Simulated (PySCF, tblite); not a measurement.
# C5H9F3OSi: geometry, infrared bands and NMR shifts

Aim: predict the infrared bands and NMR shifts of C5H9F3OSi (`C=C(C)[SiH2][C@@H](F)OC(F)F`).

The runs use tblite 0.8.0 and PySCF 2.14.0, with density-fitted response routines of our own; the level of theory stands in each step. All values are computed, except where a source is named. Atoms are numbered from 0 throughout.

### 1 The molecule as given

19 atoms, charge 0, multiplicity 1; geometry from: force field or distance geometry start.

Bonds of the start (Å): C0–C1 1.33, C1–C2 1.50, C1–Si3 1.89, Si3–C4 1.88, C4–F5 1.35, C4–O6 1.43, O6–C7 1.42, C7–F8 1.35, C7–F9 1.36, C0–H10 1.09, C0–H11 1.09, C2–H12 1.10, C2–H13 1.09, C2–H14 1.10, Si3–H15 1.49, Si3–H16 1.50, C4–H17 1.09, C7–H18 1.09.

### 2 Relaxing the molecule with GFN2-xTB

The job: settings as JSON, then the geometry in Å.

```
{"job": {"kind": "relax", "xc": "GFN2-xTB", "basis": "xTB"}, "charge": 0, "multiplicity": 1}
C     -2.710600    -1.178100    -0.946900
C     -1.401400    -0.927700    -0.932100
C     -0.630200    -0.512600    -2.149100
Si    -0.368400    -1.116200     0.635400
C      0.674100     0.399600     1.014100
F      1.309000     0.197500     2.192800
O      1.685300     0.724100     0.049600
C      2.407900     1.864600     0.478000
F      3.300800     2.148100    -0.499800
F      1.538700     2.903700     0.546100
H     -3.275300    -1.493900    -0.066700
H     -3.299800    -1.071400    -1.859600
H     -1.290600    -0.494900    -3.027600
H      0.189400    -1.198800    -2.368600
H     -0.236800     0.510100    -2.032600
H      0.480100    -2.334100     0.496600
H     -1.305000    -1.384500     1.774400
H     -0.003400     1.247900     1.133100
H      2.926400     1.726000     1.430000
```

Run with:

```bash
OMP_NUM_THREADS=1 python probes_run.py task.json out
```

One launch serves the whole session: the jobs run in the order shown.

**Question.** This job is followed by: GFN2-xTB harmonic vibrations, gas phase; GIAO PBE0/pcSseg-1 NMR shielding, non-relativistic, gas phase. What will the session give for the following? strongest single infrared mode (GFN2-xTB); zero-point energy (GFN2-xTB); ¹³C shifts against TMS (PBE0/pcSseg-1); ¹H shifts against TMS (PBE0/pcSseg-1, means over atoms taken as alike); ²⁹Si shifts against TMS (PBE0/pcSseg-1); ¹⁹F shifts against CFCl3 (PBE0/pcSseg-1); ¹⁷O shifts against H2O (PBE0/pcSseg-1); surface potential, 1st and 99th percentile.

**Answer**, as computed:

```
                                                              quantity                                         value
                             strongest single infrared mode (GFN2-xTB)                         1122 cm⁻¹, 350 km/mol
                                          zero-point energy (GFN2-xTB)                                 81.7 kcal/mol
                                ¹³C shifts against TMS (PBE0/pcSseg-1)          148.3, 139.2, 122.3, 112.8, 28.3 ppm
¹H shifts against TMS (PBE0/pcSseg-1, means over atoms taken as alike)  6.84, 6.21, 6.13, 5.84, 4.53, 4.36, 2.20 ppm
                               ²⁹Si shifts against TMS (PBE0/pcSseg-1)                                     -40.6 ppm
                              ¹⁹F shifts against CFCl3 (PBE0/pcSseg-1)                    -107.4, -111.0, -185.6 ppm
                                ¹⁷O shifts against H2O (PBE0/pcSseg-1)                                     160.2 ppm
                                 surface potential, 1st and 99th percentile                            -0.74 V and 1.24 V
```

**Reading.** Over 82 steps the energy fell by 0.335 eV; of the close pairs, O6–C7 changed most, 1.416 to 1.356 Å. The lowest mode is imaginary (22i cm⁻¹), so the xTB geometry is not a minimum. The strongest single mode, at 1122 cm⁻¹, moves mainly C7 and O6. Unscaled tight-binding wavenumbers are off by several per cent, some by more. Its intensities can rank the bands wrongly. The most deshielded carbon is C1 (fully substituted alkene carbon), at 148.3 ppm: an sp2 carbon of a C=C bond. The most deshielded hydrogen is H18 (hydrogen on an sp3 CH bonded to 2 F and O), at 6.84 ppm: its carbon carries F and O, an electronegative neighbour. At PBE0/pcSseg-1: The widest tensor belongs to C1: span 251 ppm, with a paramagnetic part of -225 ppm. At PBE0/pcSseg-1, counted by nearest atom on the grid, the HOMO lies on C0, C1 about 34 % each, the LUMO on C0, C1 about 28 % each; H10, H11 about 8 % each.
